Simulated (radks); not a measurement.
# Rb²⁶⁺ in [He] 2s2 2p4 3s1 4f2: an all-electron calculation

An exercise on one series of results from a longer session: the logs are not shown, and one member is left open.

Method: Dirac Kohn-Sham, PBEsol, spin-unpolarised, spherical densities, finite nucleus; open shells fill j = l - 1/2 first. Code: radks (a radial shooting solver on a logarithmic mesh, Libxc functionals) version 1.

**What is computed**

* element: rubidium (Z = 37)
* charge: +26
* electrons: 11
* configuration: [He] 2s2 2p4 3s1 4f2
* nuclear rms radius: 4.2036 fm

The first run:

The run's settings:

```text
Z 37
configuration [He] 2s2 2p4 3s1 4f2 3p0 4s0 3d0 5f0
relativity Dirac
functional pbe_sol,pbe_sol
spin unpolarised
j_filling energy
nucleus finite rms 4.2036 fm
c 137.035999084
```

The run is started by

```console
> python run_ks.py task.json out
```

This one command runs every case of the session in turn.

Among the steps run: Self-consistent calculation.

One of the session's tables, all rows but one given; the rest of the session is left out.

It belongs to the step «Radial structure». Radial moments (bohr):

```
level      <r>  outermost maximum (interpolated)  90 % within  nodes
1s1/2  0.04023                            0.0263       0.0720      0
2s1/2   0.1712                             0.147        0.263      1
2p1/2   0.1456                             0.114        0.236      0
2p3/2   0.1493                             0.117        0.241      0
3s1/2   0.4150                             0.394        0.601      2
3p1/2   0.3956                             0.372        0.585      1
3p3/2   0.4011                             0.378        0.593      1
3d3/2   0.3485                             0.295        0.530      0
3d5/2        ?                                 ?            ?      ?
4s1/2   0.7727                             0.780         1.09      3
4f5/2   0.6379                             0.564        0.926      0
4f7/2   0.6389                             0.565        0.928      0
5f5/2    1.139                              1.18         1.62      1
5f7/2    1.140                              1.18         1.62      1
```

Estimate the missing values for 3d5/2.

**Answer.** <r>: 0.3502; outermost maximum (interpolated): 0.296; 90 % within: 0.533; nodes: 0. In the column «<r>» it lies between 3d3/2 (0.3485) and 3p1/2 (0.3956).
